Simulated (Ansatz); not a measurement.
# C2H6F2S2Si: basis-set convergence

How large a basis does C2H6F2S2Si need? Two functionals are run in growing sets.

Computed with Ansatz 0.2.0, Gaussian basis. Level: one geometry, several basis sets.

Levels to be run: PBE0-D4/def2-SVP; ωB97M-V/def2-SVP; PBE0-D4/def2-QZVPP; ωB97M-V/def2-QZVPP; the functionals' def2-TZVPP values are taken from earlier runs.

## (1) Structure used throughout

The geometry comes from an earlier relaxation with PBE0-D4 in a triple-zeta def2 set; it is a stationary point, not always the lowest conformer.

SMILES `CS[Si](F)(F)SC`, 13 atoms, charge 0, spin multiplicity 1.

Atoms are counted from 1 here; the program's logs count them from 0.

Bond lengths: C1–S2 1.821 Å, C1–H8 1.089 Å, C1–H9 1.089 Å, C1–H10 1.088 Å, S2–Si3 2.098 Å, Si3–F4 1.586 Å, Si3–F5 1.592 Å, Si3–S6 2.092 Å, S6–C7 1.821 Å, C7–H11 1.089 Å, C7–H12 1.088 Å, C7–H13 1.089 Å. Angles: S2–C1–H8 106.2°, S2–C1–H9 110.8°, S2–C1–H10 110.8°, H8–C1–H9 109.1°, H8–C1–H10 109.4°, H9–C1–H10 110.4°, C1–S2–Si3 100.7°, S2–Si3–F4 112.8°, S2–Si3–F5 108.2°, S2–Si3–S6 111.1°, F4–Si3–F5 105.2°, F4–Si3–S6 107.0°, F5–Si3–S6 112.6°, Si3–S6–C7 99.1°, S6–C7–H11 111.0°, S6–C7–H12 110.8°, S6–C7–H13 106.0°, H11–C7–H12 110.4° and more.

## (2) PBE0-D4 in def2-SVP

in.yaml reads:

```yaml
crystal:
  periodic: [false, false, false]
  atoms:
    - {symbol: C, position_ang: [-2.079982, 1.501772, -0.054775]}
    - {symbol: S, position_ang: [-0.528181, 1.167683, 0.837707]}
    - {symbol: Si, position_ang: [0.677990, 0.462341, -0.726631]}
    - {symbol: F, position_ang: [1.195219, 1.623716, -1.674421]}
    - {symbol: F, position_ang: [-0.212557, -0.471105, -1.659609]}
    - {symbol: S, position_ang: [2.370289, -0.520918, 0.013022]}
    - {symbol: C, position_ang: [1.551426, -1.917241, 0.847880]}
    - {symbol: H, position_ang: [-2.814290, 1.770815, 0.703332]}
    - {symbol: H, position_ang: [-1.958020, 2.334711, -0.744995]}
    - {symbol: H, position_ang: [-2.419115, 0.615513, -0.586998]}
    - {symbol: H, position_ang: [0.842069, -1.563540, 1.594012]}
    - {symbol: H, position_ang: [1.052115, -2.559821, 0.125028]}
    - {symbol: H, position_ang: [2.343437, -2.478827, 1.341347]}
basis:
  gaussian: {orbitals: def2-SVP}
hamiltonian: {xc: pbe0, dispersion: d4}
output: {orbitals: {seedname: orbitals}}
```

Launch:

```console
$ ansatz run in.yaml --threads 4 --pin off --events-out ev --progress --plain --max-ram 11315MiB
```

Output:

```text
Functional definition: PBE0
  name "PBE0"
  cite "Adamo & Barone, J. Chem. Phys. 110, 6158 (1999) doi:10.1063/1.478522"
  cite "Perdew, Burke & Ernzerhof, Phys. Rev. Lett. 77, 3865 (1996) doi:10.1103/PhysRevLett.77.3865"
  parent pbe
  parameter a = 0.25
  parameter kappa = 0.804
  parameter beta = 0.06672455060314922
  exchange = (1 - a)*pbe_x(kappa = kappa, mu = beta*pi^2/3) + a*exact_x
  correlation = pbe_c(beta = beta)
1342 factors; integrals over basis functions are off by at most 1.3e-3 eV
mean field evaluation 1: about -37118.3128 eV, gradient 5.8e1 eV
mean field evaluation 2: about -37113.7836 eV, gradient 7.5e1 eV
mean field evaluation 4: about -37125.0158 eV, gradient 2.0e0 eV
mean field evaluation 8: about -37125.1948 eV, gradient 1.5e-1 eV
mean field evaluation 16: about -37125.1949 eV, gradient 7.4e-5 eV
mean field -37125.19492976 eV, -1364.3257493077 hartree, gradient 7.3e-6 eV, S^2 0.000000; 0 other end points of the search recorded, 0 dependent functions left out
reference -37125.19495897 eV, -1364.3257503813 hartree; 41, 41 occupied and 99, 99 virtual orbitals, 1342 factors
Total energy: -37125.53819586 eV, -1364.3383641044 hartree
```

Run time: 2.2 s. Hardware: 4 threads of AMD EPYC 7R43, shared host.

## (3) ωB97M-V in def2-SVP

in.yaml, as its differences from that of step 2:

```diff
@@ -18,3 +18,3 @@
   gaussian: {orbitals: def2-SVP}
-hamiltonian: {xc: pbe0, dispersion: d4}
+hamiltonian: {xc: {name: wB97M-V}}
 output: {orbitals: {seedname: orbitals}}
```

Launched as before.

Output, cut to the lines that bear on the results:

```text
Functional definition: wB97M-V
  name "wB97M-V"
  cite "Mardirossian & Head-Gordon, J. Chem. Phys. 144, 214110 (2016) doi:10.1063/1.4952647"
  cite "Becke, J. Chem. Phys. 107, 8554 (1997) doi:10.1063/1.475007"
  cite "Vydrov & Van Voorhis, J. Chem. Phys. 133, 244103 (2010) doi:10.1063/1.3521275"
  # Of w^i u^j: cxij and so on, Table III.
[...]
  gx(w, u) = 1 - cx + cx01*u + cx10*w
  gss(w, u) = css00 + css04*u^4 + css10*w + css20*w^2 + css43*w^4*u^3
  gos(w, u) = cos00 + cos10*w + (cos20 + cos21*u)*w^2 + (cos60 + cos61*u)*w^6
[...]
      + integral(e_c_pw_mod_opposite_spin*gos(b97_w_opposite, b97_u_opposite)) + vv10(b, c)
1342 factors; integrals over basis functions are off by at most 1.3e-3 eV
397 factors; integrals over basis functions are off by at most 7.0e-6 eV
[...]
mean field -37139.60073046 eV, -1364.8551527187 hartree, gradient 4.0e-5 eV, S^2 0.000000; 0 other end points of the search recorded, 0 dependent functions left out
reference -37139.60077456 eV, -1364.8551543397 hartree; 41, 41 occupied and 99, 99 virtual orbitals, 1342 factors
Total energy: -37139.60077456 eV, -1364.8551543397 hartree
```

It took 7.5 s on 4 threads of AMD EPYC 7R43, shared host.

## (4) PBE0-D4 in def2-QZVPP

in.yaml, as its differences from that of step 3:

```diff
@@ -17,4 +17,4 @@
 basis:
-  gaussian: {orbitals: def2-SVP}
-hamiltonian: {xc: {name: wB97M-V}}
+  gaussian: {orbitals: "def2-QZVPP.json"}
+hamiltonian: {xc: pbe0, dispersion: d4}
 output: {orbitals: {seedname: orbitals}}
```

Same command.

Output:

```text
Functional definition: PBE0
  name "PBE0"
  cite "Adamo & Barone, J. Chem. Phys. 110, 6158 (1999) doi:10.1063/1.478522"
  cite "Perdew, Burke & Ernzerhof, Phys. Rev. Lett. 77, 3865 (1996) doi:10.1103/PhysRevLett.77.3865"
  parent pbe
  parameter a = 0.25
  parameter kappa = 0.804
  parameter beta = 0.06672455060314922
  exchange = (1 - a)*pbe_x(kappa = kappa, mu = beta*pi^2/3) + a*exact_x
  correlation = pbe_c(beta = beta)
2221 factors; their error is unknown
mean field evaluation 1: about -37136.8504 eV, gradient 7.1e1 eV
mean field evaluation 2: about -37129.8562 eV, gradient 9.3e1 eV
mean field evaluation 4: about -37146.5088 eV, gradient 3.2e0 eV
mean field evaluation 8: about -37146.5228 eV, gradient 6.6e-2 eV
mean field evaluation 16: about -37146.5540 eV, gradient 1.6e-4 eV
mean field -37146.55396670 eV, -1365.1106794374 hartree, gradient 3.7e-5 eV, S^2 0.000000; 0 other end points of the search recorded, 0 dependent functions left out
reference -37146.55400930 eV, -1365.1106810033 hartree; 41, 41 occupied and 577, 577 virtual orbitals, 2221 factors
Total energy: -37146.89724619 eV, -1365.1232947263 hartree
```

It took 23 s on 4 threads of AMD EPYC 7R43, shared host; peak memory 3.1 GiB.

## (5) ωB97M-V in def2-QZVPP

in.yaml, as its differences from that of step 4:

```diff
@@ -18,3 +18,3 @@
   gaussian: {orbitals: "def2-QZVPP.json"}
-hamiltonian: {xc: pbe0, dispersion: d4}
+hamiltonian: {xc: {name: wB97M-V}}
 output: {orbitals: {seedname: orbitals}}
```

The command is unchanged.

Output, cut to the lines that bear on the results:

```text
Functional definition: wB97M-V
  name "wB97M-V"
  cite "Mardirossian & Head-Gordon, J. Chem. Phys. 144, 214110 (2016) doi:10.1063/1.4952647"
  cite "Becke, J. Chem. Phys. 107, 8554 (1997) doi:10.1063/1.475007"
  cite "Vydrov & Van Voorhis, J. Chem. Phys. 133, 244103 (2010) doi:10.1063/1.3521275"
  # Of w^i u^j: cxij and so on, Table III.
[...]
  gx(w, u) = 1 - cx + cx01*u + cx10*w
  gss(w, u) = css00 + css04*u^4 + css10*w + css20*w^2 + css43*w^4*u^3
  gos(w, u) = cos00 + cos10*w + (cos20 + cos21*u)*w^2 + (cos60 + cos61*u)*w^6
[...]
      + integral(e_c_pw_mod_opposite_spin*gos(b97_w_opposite, b97_u_opposite)) + vv10(b, c)
2145 factors; their error is unknown
455 factors; integrals over basis functions are off by at most 7.9e-6 eV
[...]
mean field -37161.08952329 eV, -1365.6448512897 hartree, gradient 7.3e-5 eV, S^2 0.000000; 0 other end points of the search recorded, 0 dependent functions left out
reference -37161.08959094 eV, -1365.6448537759 hartree; 41, 41 occupied and 577, 577 virtual orbitals, 2145 factors
Total energy: -37161.08959094 eV, -1365.6448537759 hartree
```

Wall time 39 s (4 threads of AMD EPYC 7R43, shared host); peak memory 3.6 GiB.

## (6) Functionals by basis

The def2-TZVPP values come from earlier runs at the same geometry.

| functional | basis | functions | energy (eV) | from the largest (eV) | HOMO (eV) | LUMO (eV) |
| --- | --- | --- | --- | --- | --- | --- |
| PBE0-D4 | def2-SVP | 140 | -37125.5382 | 21.359 | -7.41 | 0.35 |
| PBE0-D4 | def2-TZVPP | 334 | -37145.5397 | 1.358 | -7.45 | -0.05 |
| PBE0-D4 | def2-QZVPP | 618 | -37146.8972 | 0.000 | -7.48 | -0.23 |
| ωB97M-V | def2-SVP | 140 | -37139.6008 | 21.489 | -9.57 | 2.39 |
| ωB97M-V | def2-TZVPP | 334 | -37159.8025 | 1.287 | -9.65 | 1.85 |
| ωB97M-V | def2-QZVPP | 618 | -37161.0896 | 0.000 | -9.68 | 1.36 |

## (7) Summary of results

| quantity | value |
| --- | --- |
| PBE0-D4: double and triple zeta above quadruple | 21.36, 1.36 eV |
| ωB97M-V: double and triple zeta above quadruple | 21.49, 1.29 eV |

What this shows: For PBE0-D4 the step from double to triple zeta gains 20.00 eV and the next only 1.36 eV. Total energies overstate the basis error of differences, where much of it tends to cancel. The LUMO of ωB97M-V is positive and keeps falling with the basis (2.39 to 1.36 eV): an unbound level that the basis holds in place.

For PBE0-D4 the largest set took about 10 times as long as the smallest (23 s against 2.2 s).
